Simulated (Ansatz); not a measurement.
# GaN₂+ (quintet): the correlation ladder, cc-pVTZ

Aim: climb from Hartree-Fock through coupled cluster for GaN₂+ (quintet) at one geometry and basis, and see what each rung misses.

Program: Ansatz 0.2.0, Gaussian basis. Level of theory: cc-pVTZ, core rule «outside noble gas», up to 16 orbitals frozen. These are calculated values, not measurements.

To be run: UHF; CCSD(T) on ROHF; CCSD(T) on UHF; BCCD(T) on ROHF; CCSDT(Q) on ROHF; CCSDT(Q) on UHF.

5 further runs of the same task are left out: 2 for a known fault of the program, 3 set aside as unsound or not needed.

## Step 1: The system

The geometry is a PBE0/def2-TZVP stationary point (not a proven minimum) of the parent state, kept for this charge and spin. No spin-orbit coupling is included. The filled d shell of Ga may be among the frozen orbitals whatever the setting's name suggests; the logs give the count.

3 atoms, charge 1, spin multiplicity 5.

Atoms are counted from 1 here; the program's logs count them from 0.

Bond lengths: N1–Ga2 1.807 Å, Ga2–N3 1.807 Å. Angles: N1–Ga2–N3 180.0°.

## Step 2: UHF

File in.yaml:

```yaml
crystal:
  periodic: [false, false, false]
  atoms:
    - {symbol: N, position_ang: [0.000000, 0.000000, 1.806600]}
    - {symbol: Ga, position_ang: [0.000000, 0.000000, 0.000000]}
    - {symbol: N, position_ang: [0.000000, 0.000000, -1.806600]}
basis:
  gaussian: {orbitals: cc-pVTZ}
total_charge: 1
magnetization: {spin_polarized: true, initial_magnetization: 4}
hamiltonian: {xc: hf}
output: {orbitals: {seedname: orbitals}}
```

Started as:

```console
ansatz run in.yaml --threads 1 --pin off --events-out ev --progress --plain --max-ram 4096MiB --backend cpu
```

After this run come: CCSD(T) on ROHF; CCSD(T) on UHF; BCCD(T) on ROHF; CCSDT(Q) on ROHF; CCSDT(Q) on UHF.

Before running them: what should the planned runs give, taken together? Wanted: UCCSDT(Q) below the RHF energy; RMP2 from UCCSDT(Q); UMP2 from UCCSDT(Q); RCCSD from UCCSDT(Q); RCCSD(T) from UCCSDT(Q); UCCSD(T) from UCCSDT(Q); RCCSDT(Q) from UCCSDT(Q); T1 diagnostic.

The runs gave:

| quantity | value |
| --- | --- |
| UCCSDT(Q) below the RHF energy | -9.5561 eV |
| RMP2 from UCCSDT(Q) | +130.4 kJ/mol |
| UMP2 from UCCSDT(Q) | +134.5 kJ/mol |
| RCCSD from UCCSDT(Q) | +40.6 kJ/mol |
| RCCSD(T) from UCCSDT(Q) | +7.6 kJ/mol |
| UCCSD(T) from UCCSDT(Q) | +7.3 kJ/mol |
| RCCSDT(Q) from UCCSDT(Q) | +0.6 kJ/mol |
| levels within 1 kcal/mol (43 meV) | RCCSDT, UCCSDT, RCCSDT(Q) |
| T1 diagnostic | 0.022 |

RCCSD(T) misses by +7.6 kJ/mol, 0.8 % of the correlation energy. These misses are within one basis, not against nature; the frozen cores of restricted and unrestricted runs differ, which can shift their rows.
